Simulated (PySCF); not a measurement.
# C4H8AlN: the cost of one run

Programs: PySCF 2.14.0, with density-fitted response routines of our own. Each step states its level of theory. These are calculated values for one molecule in the gas phase, unless marked as measured. Atoms are numbered from 0 throughout.

## Step 1: Starting geometry

14 atoms, charge 0, multiplicity 1; geometry from: GFN2-xTB. The atoms were then displaced at random by about 0.01 Å, so the start is not that level's minimum.

Bonds of the start (Å): C0–N1 1.15, N1–Al2 2.04, Al2–C3 2.08, C3–C4 1.51, C4–C5 1.56, C5–C0 1.43, Al2–H6 1.53, Al2–H7 1.56, C3–H8 1.12, C3–H9 1.09, C4–H10 1.08, C4–H11 1.10, C5–H12 1.07, C5–H13 1.10.

## Step 2: Optimising the geometry at PBE0-D3(BJ)/def2-SVP

The job: settings as JSON, then the geometry in Å.

```
{"job": {"xc": "PBE0", "basis": "def2-SVP", "d3": "d3bj", "grid": 1, "shake": 0.01, "kind": "geom"}, "charge": 0, "multiplicity": 1}
C     -0.312080     0.447530     2.189960
N     -0.885220    -0.289390     2.859010
Al    -1.566320    -1.643470     1.487320
C     -0.730870    -0.732530    -0.182870
C      0.500930     0.107250     0.029840
C      0.295510     1.195690     1.134270
H     -3.054270    -1.430090     1.760420
H     -0.808910    -2.912570     2.002010
H     -1.531860    -0.078400    -0.619720
H     -0.522450    -1.456800    -0.965730
H      0.801770     0.626170    -0.866730
H      1.329410    -0.537870     0.356950
H      1.216140     1.647390     1.441390
H     -0.389180     1.979970     0.791640
```

Started as:

```
> OMP_NUM_THREADS=1 python probes_run.py task.json out
```

One launch serves the whole session: the jobs run in the order shown.

**Question.** How long does this first job take on 1 thread of Arm Neoverse V1, shared host, and how much memory does it need?

About 69 s, with a peak of 0.52 GiB.
